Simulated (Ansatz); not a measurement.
**Cl2F2H3NSi2: a ladder of functionals and wavefunction methods**

One table from this session's results is given with a row withheld; the runs are named, their logs left out.

Computed with Ansatz 0.2.0, Gaussian basis. Level: functionals in def2-TZVPP, the program's frozen cores in correlated methods.

The runs, in order: LDA (SPW92), PBE-D4, revPBE-D4, BLYP-D4, r2SCAN-D4, B97M-V, PBE0-D4, B3LYP-D4, r2SCANh-D4, r2SCAN0-D4, HSE06-D4, BHLYP-D4, CAM-B3LYP-D4, LC-ωPBE, ωB97X-V, ωB97M-V, B2PLYP, PBE-QIDH; CCSD(T)/def2-SVP; CCSD(T)/def2-TZVPP; CCSD(T)/def2-QZVPP; extrapolation to the limit; RPA on PBE.

## The relaxed structure

An earlier PBE0-D4 in a triple-zeta def2 set relaxation fixed the geometry.

SMILES `F[Si](F)(Cl)N[SiH2]Cl`, 10 atoms, charge 0, spin multiplicity 1.

Atoms are counted from 1 here; the program's logs count them from 0.

Bond lengths: F1–Si2 1.576 Å, Si2–F3 1.577 Å, Si2–Cl4 2.019 Å, Si2–N5 1.690 Å, N5–Si6 1.725 Å, N5–H8 1.012 Å, Si6–Cl7 2.053 Å, Si6–H9 1.474 Å, Si6–H10 1.478 Å. Angles: F1–Si2–F3 106.9°, F1–Si2–Cl4 110.2°, F1–Si2–N5 108.0°, F3–Si2–Cl4 106.6°, F3–Si2–N5 112.5°, Cl4–Si2–N5 112.5°, Si2–N5–Si6 128.9°, Si2–N5–H8 115.5°, Si6–N5–H8 115.2°, N5–Si6–Cl7 112.1°, N5–Si6–H9 108.8°, N5–Si6–H10 108.1°, Cl7–Si6–H9 107.7°, Cl7–Si6–H10 106.9°, H9–Si6–H10 113.4°.

The first run:

File in.yaml:

```yaml
crystal:
  periodic: [false, false, false]
  atoms:
    - {symbol: F, position_ang: [-1.134858, -0.528433, 1.702308]}
    - {symbol: Si, position_ang: [-0.482391, -1.346892, 0.524280]}
    - {symbol: F, position_ang: [-1.647541, -2.140122, -0.183389]}
    - {symbol: Cl, position_ang: [0.794350, -2.728915, 1.257829]}
    - {symbol: N, position_ang: [0.277318, -0.252244, -0.514566]}
    - {symbol: Si, position_ang: [0.229812, 1.472404, -0.493936]}
    - {symbol: Cl, position_ang: [1.700414, 2.270379, 0.695830]}
    - {symbol: H, position_ang: [0.936256, -0.656700, -1.166802]}
    - {symbol: H, position_ang: [-1.071091, 1.904422, 0.049132]}
    - {symbol: H, position_ang: [0.480731, 1.955103, -1.867686]}
basis:
  gaussian: {orbitals: def2-TZVPP}
hamiltonian: {xc: lda}
output: {orbitals: {seedname: orbitals}}
```

Among the steps run: LDA; PBE-D4 (GGA); revPBE-D4 (GGA); BLYP-D4 (GGA); r2SCAN-D4 (meta-GGA); B97M-V (meta-GGA); PBE0-D4 (hybrid); B3LYP-D4 (hybrid); r2SCANh-D4 (hybrid); r2SCAN0-D4 (hybrid); HSE06-D4 (hybrid); BHLYP-D4 (hybrid); CAM-B3LYP-D4 (range-separated); LC-ωPBE (range-separated); ωB97X-V (range-separated); ωB97M-V (range-separated); B2PLYP (double hybrid); PBE-QIDH (double hybrid).

One table of the session follows, with a row left open; its other results are not shown here.

It belongs to the step «Frontier levels by functional». 

| functional | HOMO (eV) | gap (eV) |
| --- | --- | --- |
| LDA (SPW92) | -7.63 | 6.47 |
| PBE-D4 | -7.44 | 6.54 |
| revPBE-D4 | -7.38 | 6.60 |
| BLYP-D4 | -7.28 | 6.48 |
| r2SCAN-D4 | -7.80 | 7.35 |
| B97M-V | -7.89 | 7.21 |
| PBE0-D4 | -8.89 | 8.87 |
| B3LYP-D4 | -8.61 | 8.33 |
| r2SCANh-D4 | -8.33 | 8.17 |
| r2SCAN0-D4 | -9.14 | 9.39 |
| HSE06-D4 | -8.49 | 8.09 |
| BHLYP-D4 | ? | ? |
| CAM-B3LYP-D4 | -10.28 | 11.18 |
| LC-ωPBE | -11.71 | 13.87 |
| ωB97X-V | -11.32 | 13.28 |
| ωB97M-V | -11.19 | 12.78 |

**Question.** Estimate the row for BHLYP-D4.

Worked estimate for «HOMO (eV)». Against the share of exact exchange, BLYP-D4 (0, -7.28), B3LYP-D4 (0.2, -8.61) give a slope of -6.65 per unit share; at 0.5 the line stands at -10.60.

As computed: HOMO (eV): -10.21; gap (eV): 10.99. In «HOMO (eV)» the line misses by -0.39.
